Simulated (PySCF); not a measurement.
# C2H8N2O2W (W(NH)2(OMe)2): the cost of one run

Programs: PySCF 2.14.0, with routines of our own; each step states its level. All values are computed. Atoms count from 0.

## Step 1: The starting structure

15 atoms, charge 0, multiplicity 1; geometry from: GFN2-xTB.

## Step 2: Geometry optimisation at PBE0-D3(BJ)/def2-SVP

The job: settings as JSON, then the geometry in Å.

```
{"job": {"xc": "PBE0", "basis": "def2-SVP", "d3": "d3bj", "grid": 1, "maxiter": 30, "shake": 0.03, "kind": "geom"}, "charge": 0, "multiplicity": 1}
W      0.431460     0.130910     0.346600
N      0.128770     0.776390     2.008530
H      0.155830     1.157340     2.937350
N      2.199340     0.356220    -0.130070
H      3.098630     0.492050    -0.204560
O     -0.712930     1.203980    -0.861980
C     -1.077670     2.319860    -1.553580
H     -0.220290     2.747100    -2.156920
H     -1.464370     3.114280    -0.793560
H     -1.935240     2.065270    -2.210520
O     -0.207250    -1.597050     0.223920
C     -0.074560    -2.935560     0.557650
H      0.800630    -3.313090     0.201220
H     -0.934930    -3.499500     0.052480
H     -0.220200    -3.094310     1.627430
```

On the command line:

```bash
$ OMP_NUM_THREADS=1 python heavy_run.py task.json out
```

One launch serves the whole session: the jobs run in the order shown.

**Question.** How long does this first job take on 1 thread of Arm Neoverse V2, shared host, and how much memory does it need?

About 2.2 min, with a peak of 0.61 GiB.
